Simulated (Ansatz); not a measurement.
# GeF5: the cost of one run

Computed with Ansatz 0.2.0 (DFT PBE, scalar-relativistic, plane waves, PAW, unless a step's input says otherwise).

**1. The system as given**

The structure is hexagonal, space group P6/mmm (No. 191). Conventional cell: a = 4.409 Å, b = 4.409 Å, c = 4.720 Å, α = 90.00°, β = 90.00°, γ = 120.00°. Ge (site symmetry 6/mmm) has 24 F at 3.23 to 3.47 Å in its first shell of neighbours. F (site symmetry mmm) is surrounded by 2 F at 1.27 Å. F (site symmetry -6m2) is surrounded by 3 F at 1.27 Å.

Coordinates:

```
Ge F
1.0
     4.40940    0.00000    0.00000
    -2.20470    3.81865    0.00000
     0.00000    0.00000    4.71955
Ge F
1 5
Direct
  0.00000 0.00000 0.50000
  0.50000 0.00000 0.00000
  0.00000 0.50000 0.00000
  0.50000 0.50000 0.00000
  0.33333 0.66667 0.00000
  0.66667 0.33333 0.00000
```

A structure generator made this guess: random cell by space group and Wyckoff sites (P6/mmm, No. 191). Lengths come from tabulated atomic sizes and are only a guess.

**2. Probe: one point on a coarse mesh**

input.yaml reads:

```yaml
crystal:
  lattice:
    - [4.40940262, 0.0, 0.0]
    - [-2.20470131, 3.81865468, 0.0]
    - [0.0, 0.0, 4.71954859]
  atoms:
    - { symbol: Ge, position: [0.0, 0.0, 0.5] }
    - { symbol: F, position: [0.5, 0.0, 0.0] }
    - { symbol: F, position: [0.0, 0.5, 0.0] }
    - { symbol: F, position: [0.5, 0.5, 0.0] }
    - { symbol: F, position: [0.33333333, 0.66666667, 0.0] }
    - { symbol: F, position: [0.66666667, 0.33333333, 0.0] }
basis:
  ecutwfc: 420
kpoints:
  mp_grid: { grid: [6, 6, 4] }
hamiltonian:
  xc: pbe
scf:
  occupations: { method: gaussian, width: 0.1 }
  lower_state_search: "off"
output:
  forces: true
  stress: true
  eigenvalues: true
```

The run is started by

```sh
$ ansatz run input.yaml --threads 1 --pin off --max-ram 2560MiB --backend cpu --events-out ev --progress --plain --runs-dir out
```

**Question.** How long does this run take on 1 thread of Intel Xeon at 2.50GHz (Skylake/Cascade Lake), shared host, and how much memory does it need?

About 8.8 s, with a peak of 0.37 GiB.
